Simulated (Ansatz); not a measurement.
**AlH₇O₂Si₂: small, medium and large basis sets**

The task here is to estimate one member of a computed series from the others.

Method: one geometry, several basis sets; program: Ansatz 0.2.0, Gaussian basis.

Levels to be run: PBE0-D4/def2-SVP; ωB97M-V/def2-SVP; PBE0-D4/def2-QZVPP; ωB97M-V/def2-QZVPP; the functionals' def2-TZVPP values are taken from earlier runs.

**The geometry**

All runs share one geometry, relaxed beforehand with PBE0-D4 in a triple-zeta def2 set.

SMILES `[SiH3][O][AlH][O][SiH3]`, 12 atoms, charge 0, spin multiplicity 1.

Atoms are counted from 1 here; the program's logs count them from 0.

Bond lengths: Si1–O2 1.626 Å, Si1–H6 1.486 Å, Si1–H7 1.487 Å, Si1–H8 1.488 Å, O2–Al3 1.677 Å, Al3–O4 1.677 Å, Al3–H9 1.564 Å, O4–Si5 1.626 Å, Si5–H10 1.486 Å, Si5–H11 1.487 Å, Si5–H12 1.488 Å. Angles: O2–Si1–H6 109.7°, O2–Si1–H7 109.8°, O2–Si1–H8 110.7°, H6–Si1–H7 109.0°, H6–Si1–H8 108.8°, H7–Si1–H8 108.8°, Si1–O2–Al3 163.4°, O2–Al3–O4 119.8°, O2–Al3–H9 120.1°, O4–Al3–H9 120.1°, Al3–O4–Si5 163.2°, O4–Si5–H10 109.7°, O4–Si5–H11 109.8°, O4–Si5–H12 110.7°, H10–Si5–H11 109.0°, H10–Si5–H12 108.8°, H11–Si5–H12 108.8°.

The first run:

File in.yaml:

```yaml
crystal:
  periodic: [false, false, false]
  atoms:
    - {symbol: Si, position_ang: [-2.502019, 0.693895, 0.174231]}
    - {symbol: O, position_ang: [-1.071993, 0.732076, 0.946829]}
    - {symbol: Al, position_ang: [0.543874, 0.530326, 1.349127]}
    - {symbol: O, position_ang: [1.576543, -0.254011, 0.285092]}
    - {symbol: Si, position_ang: [2.180799, -1.035930, -1.006021]}
    - {symbol: H, position_ang: [-3.572771, 0.282558, 1.119604]}
    - {symbol: H, position_ang: [-2.821860, 2.043514, -0.361339]}
    - {symbol: H, position_ang: [-2.464419, -0.273093, -0.956315]}
    - {symbol: H, position_ang: [1.086356, 1.072173, 2.712600]}
    - {symbol: H, position_ang: [3.425550, -0.364043, -1.462845]}
    - {symbol: H, position_ang: [2.496043, -2.442300, -0.641089]}
    - {symbol: H, position_ang: [1.200798, -1.040264, -2.125975]}
basis:
  gaussian: {orbitals: def2-SVP}
hamiltonian: {xc: pbe0, dispersion: d4}
output: {orbitals: {seedname: orbitals}}
```

Among the steps run: PBE0-D4 in def2-SVP; ωB97M-V in def2-SVP; PBE0-D4 in def2-QZVPP; ωB97M-V in def2-QZVPP.

One table of the session follows, with a row left open; its other results are not shown here.

It belongs to the step «Density functionals: the series». 

```
functional       basis  HOMO (eV)
   PBE0-D4    def2-SVP      -8.60
   PBE0-D4  def2-TZVPP      -8.69
   PBE0-D4  def2-QZVPP      -8.70
   ωB97M-V    def2-SVP     -10.87
   ωB97M-V  def2-TZVPP     -11.00
   ωB97M-V  def2-QZVPP          ?
```

Estimate the missing values for ωB97M-V, def2-QZVPP.

The run gave: HOMO (eV): -11.01. In the column «HOMO (eV)» it is the lowest.
